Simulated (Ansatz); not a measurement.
**BGeN (triplet): wave-function methods side by side, cc-pVDZ**

One table from this session's results is given with a row withheld; the runs are named, their logs left out.

Program: Ansatz 0.2.0, Gaussian basis. Level of theory: cc-pVDZ, core rule «outside noble gas», up to 16 orbitals frozen. These are calculated values, not measurements.

Plan: UHF; CCSD(T) on ROHF; CCSD(T) on UHF; BCCD(T) on ROHF; CISD as a restricted active space (open shells left free, so some higher excitations enter); CCSDT(Q) on ROHF; CCSDT(Q) on UHF.

29 further runs of the same task are left out: 8 for a known fault of the program, 9 that didn't finish, 12 set aside as unsound or not needed. Runs told in other sessions of the task aren't counted.

## What is computed

The geometry is a PBE0/def2-TZVP stationary point (not a proven minimum). No spin-orbit coupling is included. The filled d shell of Ge may be among the frozen orbitals whatever the setting's name suggests.

3 atoms, charge 0, spin multiplicity 3.

Atoms are counted from 1 here; the program's logs count them from 0.

Bond lengths: B1–N2 1.267 Å, N2–Ge3 1.800 Å. Angles: B1–N2–Ge3 180.0°.

Set-up of the first run:

Contents of in.yaml:

```yaml
crystal:
  periodic: [false, false, false]
  atoms:
    - {symbol: B, position_ang: [0.000000, 0.000000, -1.444600]}
    - {symbol: N, position_ang: [0.000000, 0.000000, -0.177700]}
    - {symbol: Ge, position_ang: [0.000000, 0.000000, 1.622300]}
basis:
  gaussian: {orbitals: cc-pVDZ}
magnetization: {spin_polarized: true, initial_magnetization: 2}
hamiltonian: {xc: hf}
output: {orbitals: {seedname: orbitals}}
```

Started as:

```sh
$ ansatz run in.yaml --threads 1 --pin off --events-out ev --progress --plain --max-ram 2393MiB
```

Steps of the session up to this table: UHF; CCSD(T) on ROHF; CCSD(T) on UHF; BCCD(T) on ROHF; CISD as a restricted active space (open shells left free, so some higher excitations enter); CCSDT(Q) on ROHF; CCSDT(Q) on UHF.

One table of the session follows, with a row left open; its other results are not shown here.

```
   method  from UCCSDT(Q) (kJ/mol)
     ROHF                   +814.5
      UHF                   +785.8
     RMP2                    +90.7
     UMP2                        ?
    RCCSD                    +41.3
    UCCSD                    +40.1
 RCCSD(T)                     +6.3
 UCCSD(T)                     +7.1
  BCCD(T)                     +6.5
   RCCSDT                     +3.9
   UCCSDT                     +3.6
RCCSDT(Q)                     +0.7
UCCSDT(Q)                        0
```

Estimate the missing values for UMP2.

The run gave: from UCCSDT(Q) (kJ/mol): +99.7. In the column «from UCCSDT(Q) (kJ/mol)» it lies between RMP2 (+90.7) and UHF (+785.8).

Not comparable, so not listed: CISD as a restricted active space (open shells left free, so some higher excitations enter) (they don't share determinant, frozen orbitals or solution with the rows shown, or repeat one).

Caveats from the session: Restricted and unrestricted rows rest on different reference determinants; a gap between their highest levels can come from leftover correlation error, from unlike frozen cores or from another state.
